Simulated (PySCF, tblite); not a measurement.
# C6H14BP: geometry, infrared bands and NMR shifts

Wanted: the infrared bands and NMR shifts of C6H14BP (`CB(C)P1CC[C@@H]1C`), by calculation.

Programs: tblite 0.8.0 and PySCF 2.14.0, with density-fitted response routines of our own. Each step states its level of theory. These are calculated values for one molecule in the gas phase, unless marked as measured. Atoms count from 0, in the outputs and in this text.

### Step 1. The molecule as given

22 atoms, charge 0, multiplicity 1; geometry from: force field or distance geometry start.

Bonds of the start (Å): C0–B1 1.60, B1–C2 1.58, B1–P3 1.92, P3–C4 1.86, C4–C5 1.50, C5–C6 1.51, C6–C7 1.49, C6–P3 1.81, C0–H8 1.10, C0–H9 1.13, C0–H10 1.13, C2–H11 1.12, C2–H12 1.13, C2–H13 1.10, C4–H14 1.09, C4–H15 1.11, C5–H16 1.12, C5–H17 1.12, C6–H18 1.10, C7–H19 1.12, C7–H20 1.12, C7–H21 1.10.

### Step 2. Relaxing the molecule with GFN2-xTB

Job settings and geometry (Å):

```
{"job": {"kind": "relax", "xc": "GFN2-xTB", "basis": "xTB"}, "charge": 0, "multiplicity": 1}
C     -1.916700    -0.044300     1.116500
B     -1.381600     0.601600    -0.249200
C     -2.525400     1.086400    -1.222000
P      0.103900    -0.274800    -1.082800
C      0.572700    -1.846500    -0.203100
C      1.819700    -1.189000     0.309200
C      1.782500     0.082700    -0.512000
C      2.051500     1.267800     0.357500
H     -1.120100    -0.476100     1.738100
H     -2.417500     0.759800     1.724000
H     -2.697500    -0.819300     0.872600
H     -2.277400     0.817700    -2.279000
H     -3.508900     0.599700    -0.971600
H     -2.612900     2.181900    -1.139000
H     -0.163700    -2.093100     0.568300
H      0.735100    -2.688500    -0.906000
H      2.746400    -1.796600     0.155600
H      1.742800    -0.932900     1.391700
H      2.540700     0.010700    -1.311300
H      2.856200     1.003000     1.091400
H      2.496000     2.062300    -0.289600
H      1.163800     1.706900     0.839900
```

The run is started by

```bash
OMP_NUM_THREADS=1 python probes_run.py task.json out
```

This one command runs all jobs of the session in turn.

**Question.** This job is followed by: GFN2-xTB harmonic vibrations, gas phase; GIAO PBE0/pcSseg-1 NMR shielding, non-relativistic, gas phase. What will the session give for the following? strongest single infrared mode (GFN2-xTB); zero-point energy (GFN2-xTB); 13C shifts against TMS (PBE0/pcSseg-1, means over atoms taken as alike); 1H shifts against TMS (PBE0/pcSseg-1, means over atoms taken as alike); 11B shifts against BF3·OEt2 (PBE0/pcSseg-1); 31P shifts against H3PO4 (PBE0/pcSseg-1).

The runs gave:

| quantity | value |
| --- | --- |
| strongest single infrared mode (GFN2-xTB) | 1064 cm⁻¹, 192 km/mol |
| zero-point energy (GFN2-xTB) | 117.8 kcal/mol |
| 13C shifts against TMS (PBE0/pcSseg-1, means over atoms taken as alike) | 43.6, 41.5, 26.8, 22.3, 17.5 ppm |
| 1H shifts against TMS (PBE0/pcSseg-1, means over atoms taken as alike) | 3.26, 2.52, 2.49, 2.07, 1.83, 1.29, 1.27 ppm |
| 11B shifts against BF3·OEt2 (PBE0/pcSseg-1) | 99.2 ppm |
| 31P shifts against H3PO4 (PBE0/pcSseg-1) | 5.9 ppm |

The optimisation took 204 steps and gained 1.213 eV; among the close pairs (by a distance rule), P3–C6 changed most, from 1.809 to 1.903 Å. No mode is imaginary among the 60: a minimum at this level. The strongest single mode, at 1064 cm⁻¹, is spread over many atoms; the largest shares are those of B1, H9. GFN2-xTB is a fitted tight-binding method: band positions and strengths are rough. Its intensities can rank the bands wrongly. At PBE0/pcSseg-1: Shielding is most anisotropic at B1 (span 207 ppm, paramagnetic term -191 ppm).
